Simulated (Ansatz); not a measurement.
# H4O4Si: the cost of one run

All numbers below are computed with Ansatz 0.2.0 (RKS BLYP-D4/6-31G).

## (1) The starting structure

Bond lengths: Si1–O2 1.680 Å, O2–H3 1.010 Å, Si1–O4 1.680 Å, O4–H5 1.010 Å, Si1–O6 1.679 Å, O6–H7 1.010 Å, Si1–O8 1.679 Å, O8–H9 1.010 Å. Angles: Si1–O2–H3 109.5°, O2–Si1–O4 109.4°, O2–Si1–O6 109.5°, O2–Si1–O8 109.5°, O4–Si1–O6 109.5°, O4–Si1–O8 109.5°, O6–Si1–O8 109.5°, Si1–O4–H5 109.5°, Si1–O6–H7 109.5°, Si1–O8–H9 109.5°.

Structure file:

```xyz
9

Si    0.0000    0.0000    0.0000
O     0.0000    0.0000    1.6800
H    -0.9095   -0.2814    2.0171
O     1.5842    0.0000   -0.5594
H     1.9006   -0.9521   -0.6761
O    -0.7913    1.3709   -0.5594
H    -1.7491    1.1401   -0.7818
O    -0.7913   -1.3709   -0.5594
H    -1.2459   -1.8365    0.2129
```

## (2) Preparing the start

The input, input.yaml:

```yaml
crystal:
  periodic: [false, false, false]
  atoms:
    - { symbol: Si, position_ang: [0.0, 0.0, 0.0] }
    - { symbol: O, position_ang: [0.0, 0.0, 1.68] }
    - { symbol: H, position_ang: [-0.9095, -0.2814, 2.0171] }
    - { symbol: O, position_ang: [1.5842, 0.0, -0.5594] }
    - { symbol: H, position_ang: [1.9006, -0.9521, -0.6761] }
    - { symbol: O, position_ang: [-0.7913, 1.3709, -0.5594] }
    - { symbol: H, position_ang: [-1.7491, 1.1401, -0.7818] }
    - { symbol: O, position_ang: [-0.7913, -1.3709, -0.5594] }
    - { symbol: H, position_ang: [-1.2459, -1.8365, 0.2129] }
basis:
  gaussian: { orbitals: "6-31G" }
hamiltonian:
  xc: blyp
  dispersion: d4
relax:
  f_tol: 0.02
  max_steps: 40
```

On the command line:

```bash
ansatz run input.yaml --threads 1 --pin off --max-ram 2048MiB --backend cpu --events-out ev --progress --plain --runs-dir out
```

What time and memory should one allow on 1 thread of Intel Xeon 6975P-C (Granite Rapids), shared host?

About 12 s, with a peak of 0.13 GiB.
